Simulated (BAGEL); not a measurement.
**UHF/6-31G(d) (density fitting with qzvpp-jkfit, spherical functions) run of [CuF4]2− ([CuF4]2-)**

What is the vertical ionisation energy of [CuF4]2− ([CuF4]2-) at UHF/6-31G* (density fitting with qzvpp-jkfit, spherical functions)? 

The calculation is run with BAGEL 1.2.2.

9 further runs of the same task are left out: 8 that didn't finish, 1 set aside as unsound or not needed.

## 1. Starting point

[CuF4]2−: 5 atoms, total charge -2, spin state doublet. SMILES: `[F][Cu-2]([F])([F])[F]`. The shape comes from GFN2-xTB, which is rough for such elements, and wasn't checked as a minimum.

Bond lengths: Cu1–F2 1.875 Å, Cu1–F3 1.874 Å, Cu1–F4 1.874 Å, Cu1–F5 1.874 Å. Angles: F2–Cu1–F3 98.5°, F2–Cu1–F4 134.8°, F2–Cu1–F5 98.5°, F3–Cu1–F4 98.5°, F3–Cu1–F5 134.8°, F4–Cu1–F5 98.5°.

## 2. The energy at UHF/6-31G(d) (density fitting with qzvpp-jkfit, spherical functions)

Contents of job.json:

```json
{ "bagel" : [

{
  "title" : "molecule",
  "basis" : "6-31gs.json",
  "df_basis" : "qzvpp-jkfit",
  "angstrom" : "true",
  "geometry" : [
    { "atom" : "Cu", "xyz" : [       0.000130,       0.000000,      -0.000060 ] },
    { "atom" : "F", "xyz" : [       1.729720,      -0.032100,       0.722000 ] },
    { "atom" : "F", "xyz" : [       0.025020,       1.737980,      -0.700560 ] },
    { "atom" : "F", "xyz" : [      -1.730530,       0.015830,       0.718330 ] },
    { "atom" : "F", "xyz" : [      -0.024340,      -1.721720,      -0.739710 ] }
  ]
},

{
  "title" : "uhf",
  "charge" : -2,
  "nopen" : 1
},

{
  "title" : "print",
  "file" : "orbitals.molden",
  "orbitals" : "true"
}

]}
```

The basis set 6-31G* is read from a file made from the Basis Set Exchange's data (not shown).

On the command line:

```console
$ BAGEL_NUM_THREADS=1 BAGEL job.json > job.out
```

Log:

```text
* using 1 threads per process

  ===============================================================
  ===============================================================

  *** Geometry ***

  { "atom" : "Cu", "xyz" : [      0.000246,      0.000000,     -0.000113 ] },
  { "atom" : "F", "xyz" : [      3.268697,     -0.060660,      1.364382 ] },
  { "atom" : "F", "xyz" : [      0.047281,      3.284306,     -1.323867 ] },
  { "atom" : "F", "xyz" : [     -3.270228,      0.029914,      1.357447 ] },
  { "atom" : "F", "xyz" : [     -0.045996,     -3.253579,     -1.397849 ] },

  Number of auxiliary basis functions:      572

  Since a DF basis is specified, we compute 2- and 3-index integrals:
    o Being stored without compression. Storage requirement is 0.037 GB

  Number of basis functions:       90
  Number of electrons      :       65

    * METHOD: MOLECULE                             0.34

  *** Open-shell HF ***

  === Nuclear Repulsion ===
   379.9420946237

      * DIIS with orbital gradients will be used.

  === UHF iteration (6-31gs.json) ===
      0      -2035.67304174          0.05918181           0.28
      1      -2036.07854026          0.04942788           0.27
      2      -2036.27683252          0.03238012           0.27
      3      -2036.42852889          0.00390753           0.28
      4      -2036.43453258          0.00158080           0.28
      5      -2036.43639146          0.00038457           0.28
      6      -2036.43650265          0.00008241           0.27
      7      -2036.43652979          0.00001140           0.27
      8      -2036.43653482          0.00000451           0.28
      9      -2036.43653603          0.00000205           0.28
     10      -2036.43653631          0.00000081           0.28
     11      -2036.43653633          0.00000039           0.27
     12      -2036.43653633          0.00000025           0.28
     13      -2036.43653634          0.00000024           0.28
     14      -2036.43653634          0.00000022           0.28
     15      -2036.43653634          0.00000019           0.28
     16      -2036.43653634          0.00000009           0.27
     17      -2036.43653634          0.00000004           0.27
     18      -2036.43653634          0.00000002           0.27
     19      -2036.43653634          0.00000001           0.27
    * SCF iteration converged.

    * S^2 (UHF) is 0.7514

    * Permanent dipole moment:
           (   -0.000226,    -0.000031,     0.000391) a.u.

    * METHOD: UHF                                  5.75

    * METHOD: PRINT                                0.01

  ===============================================================
```

It took 6.3 s on 1 thread of Arm Neoverse V2, shared host; peak memory 0.15 GiB.

## 3. Singlet [CuF4]−, same level

Contents of hf.json:

```json
{ "bagel" : [

{
  "title" : "molecule",
  "basis" : "6-31gs.json",
  "df_basis" : "qzvpp-jkfit",
  "angstrom" : true,
  "geometry" : [
    { "atom" : "Cu", "xyz" : [    0.000130,    0.000000,   -0.000060 ] },
    { "atom" : "F", "xyz" : [    1.729720,   -0.032100,    0.722000 ] },
    { "atom" : "F", "xyz" : [    0.025020,    1.737980,   -0.700560 ] },
    { "atom" : "F", "xyz" : [   -1.730530,    0.015830,    0.718330 ] },
    { "atom" : "F", "xyz" : [   -0.024340,   -1.721720,   -0.739710 ] }
  ]
},
{
  "title" : "hf",
  "charge" : -1
},
{
  "title" : "print",
  "file" : "orbitals.molden",
  "orbitals" : true
}

]}
```

The basis set 6-31G* is read from a file made from the Basis Set Exchange's data (not shown).

On the command line:

```console
$ BAGEL_NUM_THREADS=1 BAGEL hf.json > hf.out
```

Log:

```text
* using 1 threads per process

  ===============================================================
  ===============================================================

  *** Geometry ***

  { "atom" : "Cu", "xyz" : [      0.000246,      0.000000,     -0.000113 ] },
  { "atom" : "F", "xyz" : [      3.268697,     -0.060660,      1.364382 ] },
  { "atom" : "F", "xyz" : [      0.047281,      3.284306,     -1.323867 ] },
  { "atom" : "F", "xyz" : [     -3.270228,      0.029914,      1.357447 ] },
  { "atom" : "F", "xyz" : [     -0.045996,     -3.253579,     -1.397849 ] },

  Number of auxiliary basis functions:      572

  Since a DF basis is specified, we compute 2- and 3-index integrals:
    o Being stored without compression. Storage requirement is 0.037 GB

  Number of basis functions:       90
  Number of electrons      :       65

    * METHOD: MOLECULE                             0.34

  *** RHF ***

  === Nuclear Repulsion ===
   379.9420946237

      * DIIS with orbital gradients will be used.

  === RHF iteration (6-31gs.json) ===
      0      -2035.93268065          0.02374192           0.14
      1      -2036.19576956          0.01913049           0.13
      2      -2036.36313921          0.00422395           0.13
      3      -2036.38071477          0.00365649           0.13
      4      -2036.39335345          0.00048907           0.13
      5      -2036.39394318          0.00014019           0.14
      6      -2036.39397606          0.00002531           0.13
      7      -2036.39397734          0.00000923           0.13
      8      -2036.39397752          0.00000361           0.14
      9      -2036.39397755          0.00000171           0.13
     10      -2036.39397755          0.00000070           0.14
     11      -2036.39397755          0.00000028           0.13
     12      -2036.39397755          0.00000022           0.13
     13      -2036.39397755          0.00000019           0.13
     14      -2036.39397755          0.00000016           0.13
     15      -2036.39397755          0.00000013           0.13
     16      -2036.39397755          0.00000008           0.13
     17      -2036.39397755          0.00000004           0.13
     18      -2036.39397755          0.00000002           0.13
     19      -2036.39397755          0.00000001           0.13
     20      -2036.39397755          0.00000001           0.14
    * SCF iteration converged.

    * Permanent dipole moment:
           (    0.000482,    -0.000062,     0.000430) a.u.

    * METHOD: HF                                   3.07

    * METHOD: PRINT                                0.01

  ===============================================================
```

It took 3.6 s on 1 thread of Arm Neoverse V2, shared host; peak memory 0.15 GiB.

## 4. Outcome

Level: UHF/6-31G* (density fitting with qzvpp-jkfit, spherical functions).

| quantity | value |
| --- | --- |
| doublet [CuF4]2−: total energy | -2036.43654 Eh |
| doublet [CuF4]2−: ⟨S²⟩ | 0.751 |
| singlet [CuF4]−: total energy | -2036.39398 Eh |
| singlet [CuF4]−: HOMO energy | -9.84 eV |
| singlet [CuF4]−: LUMO energy | 3.25 eV |
| singlet [CuF4]−: HOMO–LUMO gap (to an unbound level, set by the basis) | 13.09 eV |
| vertical detachment energy (to the singlet anion) | 1.158 eV |

The vertical ionisation energy comes to 1.16 eV (27 kcal/mol). Only the singlet of the ionised species was computed; a triplet could lie lower.
